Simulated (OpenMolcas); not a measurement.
# Ti²⁺ among point charges: CASSCF and CASPT2 levels and susceptibility

How does a field of 8 point charges split the states of Ti²⁺, and what χT follows?

Program: OpenMolcas 26.06. Level of theory: state-averaged CASSCF and CASPT2, spin-orbit coupling by RASSI with atomic mean-field integrals. These are calculated values, not measurements, unless marked.

### Step 1. The system

```
Species                           : Ti²⁺ (titanium, Z = 22, 20 electrons)
Basis                             : ANO-RCC-VDZP [5s4p2d1f], 34 functions
Scalar Hamiltonian                : DKH2, point nucleus
Inactive shells                   : 1s 2s 2p 3s 3p
Active space                      : 2 electrons in 5 orbitals (3d)
Some configurations of this space : 3d²
Orbitals                          : optimised for each spin and parity, averaged over all roots
```

The outer shells:

3d2
```
3d [↑ ][↑ ][  ][  ][  ]
```

The ion sits among 8 point charges of -0.98 e arranged as a cube (Oh), 2.04 Å from the ion.

Each step is its own input file, run in one work folder so that later steps find the files of earlier ones. Labels, J, g values, rates, χT and fits are worked out afterwards by a script from the matrices that RASSI stores. The input lists half of the charges; inversion (Group=XYZ) makes the rest.

### Step 2. Basis and integrals

Input file a.inp:

```
&GATEWAY
Coord
1

Ti 0.0 0.0 0.0
Basis=ANO-RCC-VDZP
Group=XYZ
NoMove
AngMom=0.0 0.0 0.0
AMFI
XField
4 Angstrom 0
1.177795 1.177795 1.177795 -0.980000
1.177795 1.177795 -1.177795 -0.980000
1.177795 -1.177795 1.177795 -0.980000
1.177795 -1.177795 -1.177795 -0.980000
&SEWARD
```

What it wrote:

```text
Basis set label: TI.ANO-RCC...5S4P2D1F.

      Electronic valence basis set:
      ------------------
      Associated Effective Charge  22.000000 au
      Associated Actual Charge     22.000000 au
      Nuclear Model: Point charge

      Shell  nPrim  nBasis  Cartesian Spherical Contaminant
         s      21       5        X
         p      15       4        X
         d      10       2                 X
         f       6       1                 X
                  Relativistic Douglas-Kroll-Hess integrals:
                    - DKH order of Hamiltonian: 2
                    - DKH order of Properties : 0
                  Atomic mean-field integrals
```

### Step 3. CASSCF: triplets of even parity, 10 roots

Input file a.inp:

```
&RASSCF
FileOrb=start.orb
Symmetry=1
Spin=3
nActEl=2 0 0
Inactive=3 6
Ras2=5 0
CIRoot=10 10 1
SDav=10
CIMx=300
Iter=120 100
PrWF=0.3
OrbListing=Nothing
MaxOrb=0
>>> COPY $Project.JobIph JOB001
```

start.orb holds the contracted functions of the basis, ordered by shell, or the orbitals of the step before.

What it wrote (excerpt; [...] marks lines left out):

```text
[...]
      Number of active orbitals                  5
[...]
      Spin quantum number                      1.0
[...]
      Active orbitals                            5   0
[...]
      Number of CSFs                            10
      Number of root(s) required                10
[...]
      Convergence after  9 iterations
[...]
      Natural orbitals and occupation numbers for root  1
      sym 1:   0.000000   0.000000   1.000000  -0.000000   1.000000
      Natural orbitals and occupation numbers for root  2
      sym 1:   0.760769  -0.000000   0.760769   0.239231   0.239231
      Natural orbitals and occupation numbers for root  3
      sym 1:  -0.000000   0.309122   0.690878   0.309122   0.690878
::    RASSCF root number  1 Total energy:   -856.16007485
::    RASSCF root number  2 Total energy:   -856.13657541
::    RASSCF root number  3 Total energy:   -856.13657541
[...]
::    RASSCF root number  7 Total energy:   -856.11896985
::    RASSCF root number  8 Total energy:   -856.07054440
::    RASSCF root number  9 Total energy:   -856.07054440
::    RASSCF root number 10 Total energy:   -856.07054440
```

### Step 4. CASSCF: singlets of even parity, 15 roots

Input file a.inp:

```
&RASSCF
FileOrb=start.orb
Symmetry=1
Spin=1
nActEl=2 0 0
Inactive=3 6
Ras2=5 0
CIRoot=15 15 1
SDav=15
CIMx=300
Iter=120 100
PrWF=0.3
OrbListing=Nothing
MaxOrb=0
>>> COPY $Project.JobIph JOB002
```

What it wrote (excerpt; [...] marks lines left out):

```text
[...]
      Number of active orbitals                  5
[...]
      Spin quantum number                      0.0
[...]
      Active orbitals                            5   0
[...]
      Number of CSFs                            15
      Number of root(s) required                15
[...]
      Convergence after  7 iterations
[...]
      Natural orbitals and occupation numbers for root  1
      sym 1:   0.955539   0.029622   0.955539   0.055319   0.003980
      Natural orbitals and occupation numbers for root  2
      sym 1:   0.955539   0.029658   0.955539   0.003962   0.055301
      Natural orbitals and occupation numbers for root  3
      sym 1:   0.793802   0.840673   0.021027   0.221159   0.123338
::    RASSCF root number  1 Total energy:   -856.10609533
::    RASSCF root number  2 Total energy:   -856.10609533
::    RASSCF root number  3 Total energy:   -856.08241387
[...]
::    RASSCF root number 12 Total energy:   -856.04102541
::    RASSCF root number 13 Total energy:   -856.04102541
::    RASSCF root number 14 Total energy:   -856.04102541
::    RASSCF root number 15 Total energy:   -855.94146540
```

### Step 5. RASSI: spin-orbit coupling between the states

Input file a.inp:

```
&RASSI
NrOfJobIphs=2 10 15
1 2 3 4 5 6 7 8 9 10
1 2 3 4 5 6 7 8 9 10 11 12 13 14 15
IphNames
JOB001
JOB002
EJob
SpinOrbit
DIPRint=1.0
SOCoupling=1000.0
Subsets=2
Property=9
'ANGMOM' 1 'ANGMOM' 2 'ANGMOM' 3 'MLTPL  1' 1 'MLTPL  1' 2 'MLTPL  1' 3
'AMFI' 1 'AMFI' 2 'AMFI' 3
SOProperty=3
'ANGMOM' 1 'ANGMOM' 2 'ANGMOM' 3
```

What it wrote (excerpt; [...] marks lines left out):

```text
SPIN-FREE ENERGIES:
  (Shifted by EMIN (a.u.) =       -856.1600748511)
 SF State       Relative EMIN(au)   Rel lowest level(eV)    D:o, cm**(-1)      L_eff
     1             0.0000000000        0.0000000000              0.0000         3.0
     2             0.0234994393        0.6394523194           5157.5308         3.0
     3             0.0234994393        0.6394523194           5157.5308         3.0
     4             0.0234994393        0.6394523194           5157.5308         3.0
     5             0.0411049972        1.1185239545           9021.5041         2.9
     6             0.0411049972        1.1185239545           9021.5041         2.9
     7             0.0411049972        1.1185239545           9021.5041         2.9
    11             0.0539795197        1.4688575602          11847.1352         2.6
    12             0.0539795197        1.4688575602          11847.1352         2.6
    13             0.0776609791        2.1132628993          17044.6148         2.3
[...]
Eigenvalues of complex Hamiltonian:
   -----------------------------------
  (Shifted by EMIN (a.u.) =       -856.1600748511)
 SO State       Relative EMIN(au)   Rel lowest level(eV)    D:o, cm**(-1)     J-value
     1            -0.0000298089        0.0000000000              0.0000         2.5
     2            -0.0000298089        0.0000000000              0.0000         2.6
     3            -0.0000298089        0.0000000000              0.0000         2.5
     4             0.0232058131        0.6322734836           5099.6296         2.4
     5             0.0233559363        0.6363585452           5132.5778         2.5
     6             0.0233559363        0.6363585452           5132.5778         2.5
     7             0.0233559363        0.6363585452           5132.5778         2.5
     8             0.0235812403        0.6424893780           5182.0263         2.6
     9             0.0235812403        0.6424893780           5182.0263         2.7
    10             0.0236287704        0.6437827381           5192.4580         2.6
    11             0.0236287704        0.6437827381           5192.4580         2.7
[...]
```

Time for these steps: 5 s (1 thread, shared host).

States without spin-orbit coupling:

```csv
state,degeneracy,E (cm-1),free-ion L (%)
3A2,1,0,F (100)
3T2,3,5158,F (100)
3T1,3,9022,F (95)
1E,2,11847,D (77)
1T2,3,17045,D (87)
1A1,1,18966,G (95)
3T1,3,19650,P (95)
1T1,3,21409,G (100)
1E,2,25680,G (77)
1T2,3,26128,G (87)
1A1,1,47979,S (95)
```

With spin-orbit coupling:

| E (cm-1) | Degeneracy | Label | 2S+1 |
| --- | --- | --- | --- |
| 0.0 | 3 | T2 | 3 |
| 5100 | 1 | A2 | 3 |
| 5133 | 3 | T2 | 3 |
| 5182 | 2 | E | 3 |
| 5192 | 3 | T1 | 3 |
| 8946 | 3 | T2 | 3 |
| 8948 | 2 | E | 3 |
| 9115 | 3 | T1 | 3 |
| 9195 | 1 | A1 | 3 |
| 11860 | 2 | E | 1 |
| 17040 | 3 | T2 | 1 |
| 18973 | 1 | A1 | 1 |
| 19551 | 1 | A1 | 3 |
| 19604 | 3 | T1 | 3 |
| 19711 | 2 | E | 3 |
| 19721 | 3 | T2 | 3 |
| 21417 | 3 | T1 | 1 |
| 25688 | 2 | E | 1 |
| 26136 | 3 | T2 | 1 |
| 47989 | 1 | A1 | 1 |

Powder χT (cm³ K/mol): 0.91 at 2 K, 0.91 at 5 K, 0.91 at 10 K, 0.92 at 20 K, 0.93 at 50 K, 0.95 at 100 K, 0.97 at 150 K, 0.99 at 200 K, 1.01 at 250 K, 1.03 at 300 K.

### Step 6. CASPT2: IPEA 0.25, imaginary shift 0.1 (closed shells correlated: 3s 3p)

Input file a.inp:

```
>>> COPY JOB001 $Project.JobIph
&CASPT2
Multistate=10 1 2 3 4 5 6 7 8 9 10
NoMult
Frozen=2 3
IPEA=0.25
Imaginary=0.1
MaxIter=60
WThr=0.0 0.3 0.05
PrWF=0.5
NoMix
>>> COPY JOB002 $Project.JobIph
&CASPT2
Multistate=15 1 2 3 4 5 6 7 8 9 10 11 12 13 14 15
NoMult
Frozen=2 3
IPEA=0.25
Imaginary=0.1
MaxIter=60
WThr=0.0 0.3 0.05
PrWF=0.5
NoMix
```

What it wrote:

```text
Orbital specifications:
      -----------------------

      Symmetry species                           1   2
                                                ag  au
      Frozen orbitals                            2   3
      Inactive orbitals                          1   3
      Active orbitals                            5   0
      Secondary orbitals                         7  13
      Deleted orbitals                           0   0
      Number of basis functions                 15  19
Type of calculation                        SS-CASPT2
      Fock operator                              state-specific
      IPEA shift                                 0.25
      Real shift                                 0.00
      Imaginary shift                            0.10
      The input orbitals will be transformed to quasi-canonical
Reference energy:        -856.1600748511
      E2 (Non-variational):      -0.2340635216
      Shift correction:          -0.0001252125
      E2 (Variational):          -0.2341887341
      Total energy:            -856.3942635852
      Residual norm:              0.0000002097
      Reference weight:           0.95337
      Contributions to the CASPT2 correlation energy
      Active & Virtual Only:         -0.0060886337
      One Inactive Excited:          -0.0761002227
      Two Inactive Excited:          -0.1518746653
Reference energy:        -856.1365754118
      E2 (Non-variational):      -0.2351749036
      Shift correction:          -0.0001431644
      E2 (Variational):          -0.2353180680
      Total energy:            -856.3718934799
      Residual norm:              0.0000004894
      Reference weight:           0.95177
      Contributions to the CASPT2 correlation energy
      Active & Virtual Only:         -0.0064621165
      One Inactive Excited:          -0.0773706478
      Two Inactive Excited:          -0.1513421393
::    CASPT2 Root  1     Total energy:   -856.39426359
::    CASPT2 Root  2     Total energy:   -856.37189348
::    CASPT2 Root  3     Total energy:   -856.37246346
::    CASPT2 Root  4     Total energy:   -856.37048113
::    CASPT2 Root  5     Total energy:   -856.35264888
::    CASPT2 Root  6     Total energy:   -856.35420456
::    CASPT2 Root  7     Total energy:   -856.35283458
::    CASPT2 Root  8     Total energy:   -856.31692438
::    CASPT2 Root  9     Total energy:   -856.31566818
::    CASPT2 Root 10     Total energy:   -856.31560181
Orbital specifications:
      -----------------------

      Symmetry species                           1   2
                                                ag  au
      Frozen orbitals                            2   3
      Inactive orbitals                          1   3
      Active orbitals                            5   0
      Secondary orbitals                         7  13
      Deleted orbitals                           0   0
      Number of basis functions                 15  19
Type of calculation                        SS-CASPT2
      Fock operator                              state-specific
      IPEA shift                                 0.25
      Real shift                                 0.00
      Imaginary shift                            0.10
      The input orbitals will be transformed to quasi-canonical
Reference energy:        -856.1060953314
      E2 (Non-variational):      -0.2457656363
      Shift correction:          -0.0002181531
      E2 (Variational):          -0.2459837894
      Total energy:            -856.3520791209
      Residual norm:              0.0000002642
      Reference weight:           0.94679
      Contributions to the CASPT2 correlation energy
      Active & Virtual Only:         -0.0130087228
      One Inactive Excited:          -0.0762137121
      Two Inactive Excited:          -0.1565432013
Reference energy:        -856.1060953314
      E2 (Non-variational):      -0.2457657655
      Shift correction:          -0.0002181536
      E2 (Variational):          -0.2459839191
      Total energy:            -856.3520792506
      Residual norm:              0.0000002642
      Reference weight:           0.94679
      Contributions to the CASPT2 correlation energy
      Active & Virtual Only:         -0.0130087235
      One Inactive Excited:          -0.0762137240
      Two Inactive Excited:          -0.1565433180
::    CASPT2 Root  1     Total energy:   -856.35207912
::    CASPT2 Root  2     Total energy:   -856.35207925
::    CASPT2 Root  3     Total energy:   -856.32868349
::    CASPT2 Root  4     Total energy:   -856.32830611
::    CASPT2 Root  5     Total energy:   -856.32831367
::    CASPT2 Root  6     Total energy:   -856.32086363
::    CASPT2 Root  7     Total energy:   -856.30779048
::    CASPT2 Root  8     Total energy:   -856.30775401
::    CASPT2 Root  9     Total energy:   -856.30493218
::    CASPT2 Root 10     Total energy:   -856.28362639
::    CASPT2 Root 11     Total energy:   -856.28359624
::    CASPT2 Root 12     Total energy:   -856.28237893
::    CASPT2 Root 13     Total energy:   -856.28218369
::    CASPT2 Root 14     Total energy:   -856.28233764
::    CASPT2 Root 15     Total energy:   -856.21724089
```

This run took 1.7 s in all on 1 thread, shared host.

SS-CASPT2: lowest energy less the reference's lowest, -0.2342 hartree; reference weights 0.917 to 0.953.

States without spin-orbit coupling:

```csv
state,degeneracy,E (cm-1),free-ion L (%)
3A2,1,0,F (100)
3T2,3,4971,F (100)
3T1,3,9006,F (95)
1E,2,9258,D (77)
1T2,3,14448,D (87)
1A1,1,16109,G (95)
3T1,3,17163,P (95)
1T1,3,19190,G (100)
1E,2,24285,G (77)
1T2,3,24573,G (87)
1A1,1,38852,S (95)
```

With spin-orbit coupling:

```
E (cm-1)  Degeneracy  Label  2S+1
       0           3     T2     3
    4910           1     A2     3
    4950           3     T2     3
    4990           2      E     3
    5010           3     T1     3
    8900           2      E     3
    8930           3     T2     3
    9100           3     T1     3
    9180           1     A1     3
    9310           2      E     1
   14450           3     T2     1
   16120           1     A1     1
   17060           1     A1     3
   17120           3     T1     3
   17220           2      E     3
   17230           3     T2     3
   19200           3     T1     1
   24290           2      E     1
   24580           3     T2     1
   38860           1     A1     1
```

Powder χT (cm³ K/mol): 0.91 at 2 K, 0.91 at 5 K, 0.91 at 10 K, 0.91 at 20 K, 0.93 at 50 K, 0.95 at 100 K, 0.97 at 150 K, 0.99 at 200 K, 1.01 at 250 K, 1.03 at 300 K.

### Step 7. The methods side by side

A. CASSCF
B. SS-CASPT2, IPEA 0.25, imaginary shift 0.1 (closed shells correlated: 3s 3p)

```csv
method,ground state,first state of that spin (cm-1),first gap with spin-orbit (cm-1),χT at 300 K
A,3A2,3T2 5158,5099.6,1.03
B,3A2,3T2 4971,4913.8,1.03
```

### Step 8. Results

```
                                            quantity                                                                        value
                                              method  SS-CASPT2, IPEA 0.25, imaginary shift 0.1 (closed shells correlated: 3s 3p)
                              spin-free ground state                                              3A2, 1-fold in its orbital part
first state of the same spin within the active space                                                             3T2 at 4970 cm⁻¹
                                        lowest level                                                                    3-fold T2
                                          next level                                                                  4913.8 cm⁻¹
                                         χT at 300 K                                                               1.03 cm³ K/mol
                           effective moment at 300 K                                                                      2.87 μB
```

Cost by method:

```csv
method,time of its own steps,time with the reference
A. CASSCF,5 s,5 s
"B. SS-CASPT2, IPEA 0.25, imaginary shift 0.1, +3s 3p",1.7 s,6.6 s
```

Times are of one thread on a shared host.

**Reading.** The spin-free ground state (3A2) comes to 100 % from free-ion F terms and keeps the highest spin of the shell. χT at 300 K is 1.03, against 1.00 cm³ K/mol for the spin alone; near agreement at one temperature doesn't show that the orbital moment is quenched. CASPT2 does not keep the components of a term degenerate, and the means are used. The field of point charges can differ much from that of real complexes. Point charges carry no covalency, so the field is a model and not that of real ligands.
